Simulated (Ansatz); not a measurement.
# CH3AlF2: the cost of one run

Program: Ansatz 0.2.0. Level of theory: RKS PBE/def2-SVP. These are calculated values, not measurements.

**1. The starting structure**

Bond lengths: F1–C2 1.392 Å, C2–F3 1.376 Å, C2–Al4 1.941 Å, C2–H5 1.109 Å, Al4–H6 1.642 Å, Al4–H7 1.581 Å. Angles: F1–C2–F3 107.8°, F1–C2–Al4 113.7°, F1–C2–H5 109.6°, F3–C2–Al4 108.2°, F3–C2–H5 109.7°, Al4–C2–H5 107.8°, C2–Al4–H6 118.4°, C2–Al4–H7 120.1°, H6–Al4–H7 113.1°.

Structure file:

```xyz
7

F     0.2055   -0.9914    1.6554
C     0.6007   -0.4845    0.4212
F     1.0357   -1.5402   -0.3464
Al   -0.8209    0.4209   -0.5417
H     1.4279    0.2395    0.5639
H    -1.7487    1.5042    0.2722
H    -0.6390    0.7834   -2.0703
```

**2. Relaxing the start**

The input, input.yaml:

```yaml
crystal:
  periodic: [false, false, false]
  atoms:
    - { symbol: F, position_ang: [0.2055, -0.9914, 1.6554] }
    - { symbol: C, position_ang: [0.6007, -0.4845, 0.4212] }
    - { symbol: F, position_ang: [1.0357, -1.5402, -0.3464] }
    - { symbol: Al, position_ang: [-0.8209, 0.4209, -0.5417] }
    - { symbol: H, position_ang: [1.4279, 0.2395, 0.5639] }
    - { symbol: H, position_ang: [-1.7487, 1.5042, 0.2722] }
    - { symbol: H, position_ang: [-0.639, 0.7834, -2.0703] }
basis:
  gaussian: { orbitals: def2-SVP }
hamiltonian:
  xc: pbe
relax:
  f_tol: 0.02
  max_steps: 40
scf:
  lower_state_search: "off"
```

Run with:

```console
ansatz run input.yaml --threads 1 --pin off --max-ram 2048MiB --backend cpu --events-out ev --progress --plain --runs-dir out
```

Q: Estimate wall time and peak memory on 1 thread of Arm Neoverse N1, shared host.

About 52 s, with a peak of 0.12 GiB.
